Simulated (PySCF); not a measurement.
# As²⁺: dipole response in aug-cc-pVDZ-PP with ECP10

How polarisable is As²⁺ at the levels listed below?

Program: PySCF 2.14.0. Level of theory: unrestricted determinants in a Gaussian basis, no spin-orbit coupling in the energies. These are calculated values, not measurements, unless marked.

## Step 1: The atom as given

| Property | Result |
| --- | --- |
| Element | arsenic (Z = 33) |
| Basis | aug-cc-pVDZ-PP with ECP10MDF |
| Hamiltonian | scalar relativity through the core potential |
| State 1 | As²⁺: [Ar] 3d10 4s2 4p1, 2P determinant |
| Methods | UHF, PBE, PBE0, LC-wPBE, wB97M-V |

Outer shells as boxes (Hund's rule):

As2+ [Ar] 3d10 4s2 4p1
```
[Ar] core
3d [↑↓][↑↓][↑↓][↑↓][↑↓]
4s [↑↓]
4p [↑ ][  ][  ]
```

One driver process ran all states and methods and kept the integrals in memory. Each run is shown as the PySCF script that is equivalent to it; the logs are those of the runs themselves. The driver starts from symmetry-adapted Hartree-Fock orbitals, holds the occupation by maximum overlap and uses a logarithmic radial grid for functionals, so a plain start would take other cycles.

The integrals over 32 functions and the set-up took 0.08 s of CPU time.

## Step 2: As²⁺, method by method

UHF:

File input.py:

```python
from pyscf import gto, scf, dft, mp, cc
import basis_set_exchange as bse
txt = bse.get_basis("aug-cc-pVDZ-PP", elements=["As"], fmt="nwchem", header=False)
cut = txt.index("\nECP")
mol = gto.M(atom="As 0 0 0", charge=2, spin=1, symmetry="D2h",
            basis=gto.basis.parse(txt[:cut]),
            ecp={"As": gto.basis.parse_ecp(txt[cut:])})
mf = scf.UHF(mol)
mf.irrep_nelec = {'Ag': (4, 4), 'B1g': (1, 1), 'B2g': (1, 1), 'B3g': (1, 1), 'B1u': (1, 1), 'B2u': (2, 1), 'B3u': (1, 1)}
mf.kernel()
```

The log of the run:

```text
damping factor = 0
level_shift factor = 0
DIIS = <class 'pyscf.scf.diis.CDIIS'>
diis_start_cycle = 1
diis_space = 10
diis_damp = 0
SCF conv_tol = 1e-09
SCF conv_tol_grad = None
number electrons alpha = 11  beta = 10
cycle= 1 E= -330.190697052881  delta_E= -0.00336  |g|= 0.0197  |ddm|= 0.0756
cycle= 2 E= -330.191064136456  delta_E= -0.000367  |g|= 0.00658  |ddm|= 0.0257
cycle= 3 E= -330.191110780046  delta_E= -4.66e-05  |g|= 0.00019  |ddm|= 0.0144
cycle= 4 E= -330.191110827023  delta_E= -4.7e-08  |g|= 2.63e-05  |ddm|= 0.00162
cycle= 5 E= -330.191110827878  delta_E= -8.55e-10  |g|= 3.81e-06  |ddm|= 0.000226
converged SCF energy = -330.191110827878  <S^2> = 0.75810949  2S+1 = 2.0080931
```

It used 0.22 s of CPU time after the integrals (shared host).

Orbital energies by shell (radii are means over both spins):

```csv
shell,electrons,mean orbital energy (eV),spread (eV),rms radius (bohr)
3s α,1,-241.85,0,0.641
3s β,1,-241.63,0,0.641
3p α,3,-185.02,0.026,0.668
3p β,3,-184.77,0.672,0.668
3d α,5,-78.087,0.355,0.740
3d β,5,-77.915,0.669,0.740
4s α,1,-38.964,0,1.97
4s β,1,-36.205,0,1.97
4p α,1,-27.764,0,2.32
```

⟨S²⟩ = 0.758, ⟨L²⟩ = 2.02.

The driver then solved the coupled dipole response at imaginary frequencies: mean α = 10.80 bohr³ (xx, yy, zz: 10.85, 10.68, 10.85), C₆ = 46.02 au for a like pair.

Energies and moments cover only the electrons outside the core potential.

PBE:

input.py, as changed from the run before:

```diff
@@ -7,3 +7,3 @@
             ecp={"As": gto.basis.parse_ecp(txt[cut:])})
-mf = scf.UHF(mol)
+mf = dft.UKS(mol, xc="PBE")
 mf.irrep_nelec = {'Ag': (4, 4), 'B1g': (1, 1), 'B2g': (1, 1), 'B3g': (1, 1), 'B1u': (1, 1), 'B2u': (2, 1), 'B3u': (1, 1)}
```

The log of the run:

```text
damping factor = 0
level_shift factor = 0
DIIS = <class 'pyscf.scf.diis.CDIIS'>
diis_start_cycle = 1
diis_space = 10
diis_damp = 0
SCF conv_tol = 1e-09
SCF conv_tol_grad = None
number electrons alpha = 11  beta = 10
XC functionals = PBE
    J. P. Perdew, K. Burke, and M. Ernzerhof.,  Phys. Rev. Lett. 77, 3865 (1996)
    J. P. Perdew, K. Burke, and M. Ernzerhof.,  Phys. Rev. Lett. 78, 1396 (1997)
    J. P. Perdew, K. Burke, and M. Ernzerhof.,  Phys. Rev. Lett. 77, 3865 (1996)
    J. P. Perdew, K. Burke, and M. Ernzerhof.,  Phys. Rev. Lett. 78, 1396 (1997)
cycle= 1 E= -331.36135418724  delta_E= -0.00753  |g|= 0.0487  |ddm|= 0.317
cycle= 2 E= -331.361810561398  delta_E= -0.000456  |g|= 0.0214  |ddm|= 0.0758
cycle= 3 E= -331.361932842244  delta_E= -0.000122  |g|= 0.000482  |ddm|= 0.0353
cycle= 4 E= -331.361932944933  delta_E= -1.03e-07  |g|= 2.16e-05  |ddm|= 0.00194
cycle= 5 E= -331.361932945225  delta_E= -2.92e-10  |g|= 1.65e-07  |ddm|= 7.08e-05
converged SCF energy = -331.361932945225  <S^2> = 0.75156885  2S+1 = 2.0015682
```

It used 0.73 s of CPU time after the integrals (shared host).

The driver then solved the coupled dipole response at imaginary frequencies: mean α = 10.11 bohr³ (xx, yy, zz: 9.984, 10.35, 9.984), C₆ = 41.67 au for a like pair.

PBE0:

input.py, as changed from the run before:

```diff
@@ -7,3 +7,3 @@
             ecp={"As": gto.basis.parse_ecp(txt[cut:])})
-mf = dft.UKS(mol, xc="PBE")
+mf = dft.UKS(mol, xc="PBE0")
 mf.irrep_nelec = {'Ag': (4, 4), 'B1g': (1, 1), 'B2g': (1, 1), 'B3g': (1, 1), 'B1u': (1, 1), 'B2u': (2, 1), 'B3u': (1, 1)}
```

The log of the run:

```text
damping factor = 0
level_shift factor = 0
DIIS = <class 'pyscf.scf.diis.CDIIS'>
diis_start_cycle = 1
diis_space = 10
diis_damp = 0
SCF conv_tol = 1e-09
SCF conv_tol_grad = None
number electrons alpha = 11  beta = 10
XC functionals = PBE0
    C. Adamo and V. Barone.,  J. Chem. Phys. 110, 6158 (1999)
    M. Ernzerhof and G. E. Scuseria.,  J. Chem. Phys. 110, 5029 (1999)
cycle= 1 E= -331.327460801905  delta_E= -0.00503  |g|= 0.0256  |ddm|= 0.247
cycle= 2 E= -331.327628855439  delta_E= -0.000168  |g|= 0.00886  |ddm|= 0.0556
cycle= 3 E= -331.327650014098  delta_E= -2.12e-05  |g|= 0.00039  |ddm|= 0.0139
cycle= 4 E= -331.327650149262  delta_E= -1.35e-07  |g|= 1.19e-05  |ddm|= 0.000862
cycle= 5 E= -331.327650149348  delta_E= -8.68e-11  |g|= 4.52e-07  |ddm|= 4.56e-05
converged SCF energy = -331.327650149348  <S^2> = 0.75255242  2S+1 = 2.0025508
```

CPU time 0.83 s on a shared host, the integrals not counted.

The driver then solved the coupled dipole response at imaginary frequencies: mean α = 10.24 bohr³ (xx, yy, zz: 10.18, 10.35, 10.18), C₆ = 42.51 au for a like pair.

LC-wPBE:

input.py, as changed from the run before:

```diff
@@ -7,3 +7,3 @@
             ecp={"As": gto.basis.parse_ecp(txt[cut:])})
-mf = dft.UKS(mol, xc="PBE0")
+mf = dft.UKS(mol, xc="LC_WPBE")
 mf.irrep_nelec = {'Ag': (4, 4), 'B1g': (1, 1), 'B2g': (1, 1), 'B3g': (1, 1), 'B1u': (1, 1), 'B2u': (2, 1), 'B3u': (1, 1)}
```

The log of the run:

```text
damping factor = 0
level_shift factor = 0
DIIS = <class 'pyscf.scf.diis.CDIIS'>
diis_start_cycle = 1
diis_space = 10
diis_damp = 0
SCF conv_tol = 1e-09
SCF conv_tol_grad = None
number electrons alpha = 11  beta = 10
XC functionals = LC_WPBE
    O. A. Vydrov and G. E. Scuseria.,  J. Chem. Phys. 125, 234109 (2006)
cycle= 1 E= -331.399637304158  delta_E= -0.00841  |g|= 0.0327  |ddm|= 0.273
cycle= 2 E= -331.400062551093  delta_E= -0.000425  |g|= 0.00945  |ddm|= 0.102
cycle= 3 E= -331.400091463495  delta_E= -2.89e-05  |g|= 0.00156  |ddm|= 0.00699
cycle= 4 E= -331.400094480979  delta_E= -3.02e-06  |g|= 0.000124  |ddm|= 0.00536
cycle= 5 E= -331.40009449532  delta_E= -1.43e-08  |g|= 6.39e-06  |ddm|= 0.000447
cycle= 6 E= -331.40009449535  delta_E= -3.04e-11  |g|= 5.78e-07  |ddm|= 2.63e-05
converged SCF energy = -331.40009449535  <S^2> = 0.75340523  2S+1 = 2.0034023
```

It used 1.2 s of CPU time after the integrals (shared host).

The driver then solved the coupled dipole response at imaginary frequencies: mean α = 10.18 bohr³ (xx, yy, zz: 10.14, 10.25, 10.14), C₆ = 42.11 au for a like pair.

wB97M-V:

input.py, as changed from the run before:

```diff
@@ -7,3 +7,3 @@
             ecp={"As": gto.basis.parse_ecp(txt[cut:])})
-mf = dft.UKS(mol, xc="LC_WPBE")
+mf = dft.UKS(mol, xc="WB97M_V")
 mf.irrep_nelec = {'Ag': (4, 4), 'B1g': (1, 1), 'B2g': (1, 1), 'B3g': (1, 1), 'B1u': (1, 1), 'B2u': (2, 1), 'B3u': (1, 1)}
```

The log of the run:

```text
damping factor = 0
level_shift factor = 0
DIIS = <class 'pyscf.scf.diis.CDIIS'>
diis_start_cycle = 1
diis_space = 10
diis_damp = 0
SCF conv_tol = 1e-09
SCF conv_tol_grad = None
number electrons alpha = 11  beta = 10
XC functionals = WB97M_V
    N. Mardirossian and M. Head-Gordon.,  J. Chem. Phys. 144, 214110 (2016)
NLC functional = WB97M_V
cycle= 1 E= -331.17967331203  delta_E= -0.00449  |g|= 0.0216  |ddm|= 0.215
cycle= 2 E= -331.179857240573  delta_E= -0.000184  |g|= 0.00572  |ddm|= 0.069
cycle= 3 E= -331.179868002857  delta_E= -1.08e-05  |g|= 0.000849  |ddm|= 0.00459
cycle= 4 E= -331.179868682276  delta_E= -6.79e-07  |g|= 5.64e-05  |ddm|= 0.00254
cycle= 5 E= -331.179868685405  delta_E= -3.13e-09  |g|= 1.96e-06  |ddm|= 0.000193
cycle= 6 E= -331.179868685409  delta_E= -3.52e-12  |g|= 1.62e-07  |ddm|= 9.57e-06
converged SCF energy = -331.179868685409  <S^2> = 0.75177248  2S+1 = 2.0017717
```

CPU time 2.3 s on a shared host, the integrals not counted.

The driver then solved the coupled dipole response at imaginary frequencies: mean α = 10.14 bohr³ (xx, yy, zz: 10.08, 10.27, 10.08), C₆ = 41.58 au for a like pair.

Radial density 4πr²ρ of As²⁺ at UHF, valence electrons only:

```csv
r (bohr),density,spin density
0.000667,1.17e-05,0.000
0.00112,3.31e-05,0.000
0.00189,9.33e-05,0.000
0.00317,0.000261,0.000
0.00534,0.000714,0.000
0.00898,0.00185,0.000
0.0151,0.00420,0.000
0.0254,0.00794,0.000
0.0427,0.0178,0.000
0.0719,0.104,0.000
0.121,0.919,0.000
0.203,5.59,0.005
0.342,21.2,0.060
0.575,29.0,0.049
0.968,9.27,0.070
1.63,2.52,0.536
2.74,0.696,0.311
4.61,0.0270,0.018
7.75,3.13e-05,0.000
```

## Step 3: Polarisabilities and C₆

As²⁺, in atomic units:

| method | mean α | C₆ (like pair) | S(−4) |
| --- | --- | --- | --- |
| UHF | 10.80 | 46.02 | 41.24 |
| PBE | 10.11 | 41.67 | 35.76 |
| PBE0 | 10.24 | 42.51 | 36.59 |
| LC-wPBE | 10.18 | 42.11 | 36.26 |
| wB97M-V | 10.14 | 41.58 | 36.72 |

α(iu) at wB97M-V:

```
u (hartree)  α(iu) (bohr³)
          0          10.14
     0.0500          10.05
      0.100          9.791
      0.200          8.869
      0.300          7.679
      0.500          5.410
      0.750          3.474
       1.00          2.341
       1.50          1.235
       2.00         0.7534
       3.00         0.3614
       5.00         0.1378
```

## Step 4: What came out

| quantity | value |
| --- | --- |
| α of As²⁺ | 10.11 (PBE) to 10.80 (UHF) bohr³ |

In words: A single London oscillator with the computed α and C₆ of As²⁺ at UHF would have ω = 4 C₆ / (3 α²) = 0.526 hartree. The basis is finite, and no extrapolation was made.
